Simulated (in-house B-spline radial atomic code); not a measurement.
# Ta³⁹⁺: ionisation energy by several methods

Aim: the ionisation energy of Ta³⁹⁺ by several methods, each as the difference of two self-consistent energies (Ta³⁹⁺ and the next ion, [Ar] 3d10 4s2 4p3).

Method: scalar-relativistic (X2C), several functionals, spin-polarised; spherical all-electron atom at the radial basis limit. Code: in-house B-spline radial atomic code version 1.

### 1 What is computed

```
element       : tantalum (Z = 73)
charge        : +39
electrons     : 34
configuration : [Ar] 3d10 4s2 4p4
nucleus       : Fermi, rms radius 5.351 fm
```

Outer shells as boxes (Hund's rule):

[Ar] 3d10 4s2 4p4
```
[Ar] core
3d [↑↓][↑↓][↑↓][↑↓][↑↓]
4s [↑↓]
4p [↑↓][↑ ][↑ ]
```

Where spins are not typed, each open shell is filled with up spins first.

### 2 AM05

Input settings:

```ini
Z = 73
electrons = 34.0
configuration = [Ar] 3d10 4s2 4p4
hamiltonian = x2c
method = am05
spin_polarised = True
nucleus = fermi
rms_radius = 5.3507
mass_number = 181
atomic_mass = 180.947998528
speed_of_light = 137.035999084
```

### 3 LDA (PW92)

Changes to the settings of step 2:

```diff
@@ -4,3 +4,3 @@
 hamiltonian = x2c
-method = am05
+method = lda,pw
 spin_polarised = True
```

### 4 BP86

Changes to the settings of step 3:

```diff
@@ -4,3 +4,3 @@
 hamiltonian = x2c
-method = lda,pw
+method = b88,p86
 spin_polarised = True
```

### 5 BLYP

Changes to the settings of step 4:

```diff
@@ -4,3 +4,3 @@
 hamiltonian = x2c
-method = b88,p86
+method = b88,lyp
 spin_polarised = True
```

The tabulated ionisation energy is 1857 ± 4 eV (tabulated theoretical; NIST Atomic Spectra Database). What does each method give, and which comes nearest?

The runs gave:

| method | rung | total energy (hartree) | ΔSCF (eV) | −ε highest (eV) | ΔSCF less tabulated (eV) |
| --- | --- | --- | --- | --- | --- |
| LDA (PW92) | LDA | -14653.8036 | 1881.74 | 1855.87 (4p down) | +24.74 |
| AM05 | GGA | -14654.7746 | 1880.47 | 1855.06 (4p down) | +23.47 |
| BP86 | GGA | -14666.1891 | 1881.33 | 1855.69 (4p down) | +24.33 |
| BLYP | GGA | -14665.6035 | 1880.74 | 1854.99 (4p down) | +23.74 |

**Reading.** Against the tabulated ionisation energy, 1857 ± 4 eV (tabulated theoretical; NIST Atomic Spectra Database), the best here is AM05 (+23.47 eV) and the worst LDA (PW92) (+24.74 eV, or 1.3 %). All methods miss on the same side by much the same amount, which points to something that they share. Relativistic terms that these runs lack can be as large as the gaps between close methods, so the nearest may be so by luck. Spin-orbit coupling is left out. Open shells are averaged (over orientations, and over spins where the run is restricted), while tables refer to the lowest levels.

Members of this set that are not shown: 3 used exact exchange with fractional occupations of an open shell, which is unsound here.
